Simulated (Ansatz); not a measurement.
**C₂H₆Si₂: one species, many methods**

One table from this session's results is given with a row withheld; the runs are named, their logs left out.

Method: functionals in def2-TZVPP, the program's frozen cores in correlated methods; program: Ansatz 0.2.0, Gaussian basis.

Levels to be run: LDA (SPW92), PBE-D4, revPBE-D4, BLYP-D4, r2SCAN-D4, B97M-V, PBE0-D4, B3LYP-D4, r2SCANh-D4, r2SCAN0-D4, HSE06-D4, BHLYP-D4, CAM-B3LYP-D4, LC-ωPBE, ωB97X-V, ωB97M-V, B2PLYP, PBE-QIDH; CCSD(T)/def2-SVP; CCSD(T)/def2-TZVPP; MP2/def2-QZVPP; extrapolation to the limit; RPA on PBE.

**The relaxed structure**

An earlier PBE0-D4 in a triple-zeta def2 set relaxation fixed the geometry.

SMILES `[SiH3]C1=C[SiH2]1`, 10 atoms, charge 0, spin multiplicity 1.

Atoms are counted from 1 here; the program's logs count them from 0.

Bond lengths: Si1–C2 1.845 Å, Si1–H5 1.488 Å, Si1–H6 1.486 Å, Si1–H7 1.486 Å, C2–C3 1.336 Å, C2–Si4 1.828 Å, C3–Si4 1.799 Å, C3–H8 1.084 Å, Si4–H9 1.481 Å, Si4–H10 1.481 Å. Angles: C2–Si1–H5 111.4°, C2–Si1–H6 109.1°, C2–Si1–H7 109.1°, H5–Si1–H6 109.3°, H5–Si1–H7 109.3°, H6–Si1–H7 108.6°, Si1–C2–C3 139.4°, Si1–C2–Si4 153.3°, C3–C2–Si4 67.2°, C2–C3–Si4 69.5°, C2–C3–H8 134.5°, Si4–C3–H8 156.0°, C2–Si4–C3 43.2°, C2–Si4–H9 121.0°, C2–Si4–H10 121.0°, C3–Si4–H9 121.4°, C3–Si4–H10 121.4°, H9–Si4–H10 112.3°.

Set-up of the first run:

File in.yaml:

```yaml
crystal:
  periodic: [false, false, false]
  atoms:
    - {symbol: Si, position_ang: [-1.110544, 1.026528, -0.896353]}
    - {symbol: C, position_ang: [0.007291, -0.129135, 0.009389]}
    - {symbol: C, position_ang: [0.153353, -1.439791, 0.224313]}
    - {symbol: Si, position_ang: [1.438661, -0.515072, 1.079341]}
    - {symbol: H, position_ang: [-2.185666, 0.289354, -1.613982]}
    - {symbol: H, position_ang: [-1.725628, 1.969180, 0.073856]}
    - {symbol: H, position_ang: [-0.312594, 1.807466, -1.876981]}
    - {symbol: H, position_ang: [-0.385121, -2.325702, -0.092225]}
    - {symbol: H, position_ang: [1.381328, -0.284395, 2.541237]}
    - {symbol: H, position_ang: [2.822020, -0.449632, 0.554305]}
basis:
  gaussian: {orbitals: def2-TZVPP}
hamiltonian: {xc: lda}
output: {orbitals: {seedname: orbitals}}
```

Run with:

```
ansatz run in.yaml --threads 2 --pin off --events-out ev --progress --plain --max-ram 4352MiB
```

Among the steps run: LDA; PBE-D4 (GGA); revPBE-D4 (GGA); BLYP-D4 (GGA); r2SCAN-D4 (meta-GGA); B97M-V (meta-GGA); PBE0-D4 (hybrid); B3LYP-D4 (hybrid); r2SCANh-D4 (hybrid); r2SCAN0-D4 (hybrid); HSE06-D4 (hybrid); BHLYP-D4 (hybrid); CAM-B3LYP-D4 (range-separated); LC-ωPBE (range-separated); ωB97X-V (range-separated); ωB97M-V (range-separated); B2PLYP (double hybrid); PBE-QIDH (double hybrid).

One of the session's tables, all rows but one given; the rest of the session is left out.

It belongs to the step «Orbital energies across the functionals». 

```
  functional  HOMO (eV)  gap (eV)
 LDA (SPW92)      -6.24      4.16
      PBE-D4      -6.12      4.25
   revPBE-D4          ?         ?
     BLYP-D4      -5.97      4.29
   r2SCAN-D4      -6.32      4.64
      B97M-V      -6.41      4.76
     PBE0-D4      -7.21      6.37
    B3LYP-D4      -7.00      5.98
  r2SCANh-D4      -6.72      5.43
  r2SCAN0-D4      -7.34      6.60
    HSE06-D4      -6.81      5.59
    BHLYP-D4      -8.19      8.54
CAM-B3LYP-D4      -8.47      8.87
     LC-ωPBE      -9.79     11.30
     ωB97X-V      -9.45     10.89
     ωB97M-V      -9.30     10.61
```

Q: Estimate the row for revPBE-D4 from the others.

As computed: HOMO (eV): -6.07; gap (eV): 4.28. In the column «HOMO (eV)» it lies between PBE-D4 (-6.12) and BLYP-D4 (-5.97).
